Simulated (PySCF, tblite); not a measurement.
# H6PSSi2 radical, a cluster model of a defect (P on Si): infrared bands and EPR parameters

Wanted: the infrared bands and EPR parameters for `[SiH3]P([SiH3])[S]`. It is drawn as: sulfur hole.

Computed with tblite 0.8.0 and PySCF 2.14.0; each step states its level. No surroundings beyond the atoms listed, unless a continuum is named. Atoms count from 0, parts from 1.

## 1. The system as given

10 atoms, charge 0, multiplicity 2; geometry: distance geometry start.

## 2. Relaxing the cluster with GFN2-xTB

The job: settings as JSON, then the geometry in Å.

```
{"job": {"kind": "relax", "xc": "GFN2-xTB", "basis": "xTB"}, "charge": 0, "multiplicity": 2}
Si     1.274460    -0.738193     0.889574
P     -0.715099     0.043488     0.720101
Si    -1.164836     1.846086     1.872878
S     -1.620266    -0.068701    -1.203729
H      1.829819    -0.455884     2.156614
H      2.104930    -0.161945    -0.102215
H      1.277518    -2.158281     0.708310
H     -0.930089     2.981297     1.045360
H     -0.318116     1.900083     2.995936
H     -2.482473     1.834837     2.293404
```

Method: GFN2-xTB geometry optimisation, gas phase.

On the command line:

```sh
$ OMP_NUM_THREADS=1 python cluster_run.py task.json out
```

This one command runs all jobs of the session in turn.

**Question.** The jobs that follow are: GFN2-xTB harmonic vibrations, gas phase; PBE0-D3(BJ)/def2-SVP geometry optimisation, gas phase; UKS B3LYP, pcH-1 on H P S Si, non-relativistic, mean-field spin-orbit, GIAO; UKS PBE, pcH-1 on H P S Si, non-relativistic, mean-field spin-orbit, GIAO. Predict: strongest single infrared mode (GFN2-xTB); point group; rotational constants (main isotopes); g(iso) (B3LYP); ⟨S²⟩; largest a(iso) (averaged by class).

As calculated:

```
                                 quantity                 value
strongest single infrared mode (GFN2-xTB)              714 cm⁻¹
                              point group                    Cs
     rotational constants (main isotopes)  2.46, 2.08, 1.24 GHz
                           g(iso) (B3LYP)               2.03273
                                     ⟨S²⟩    0.753 (exact 0.75)
       largest a(iso) (averaged by class)  31P on P1, 421.3 MHz
```

In words: No mode is imaginary at GFN2-xTB; the softest lies at 67 cm⁻¹. Over 6 steps the energy fell by 0.118 eV; of the close pairs, P1–S3 changed most, 1.974 to 2.007 Å (PBE0/def2-SVP). S3 carries the largest spin population, 0.63 e. The isotropic g lies 30.4 ppt above the free-electron value. These values are not to be trusted: the run shows a large g shift, which the driver flags as unsure.
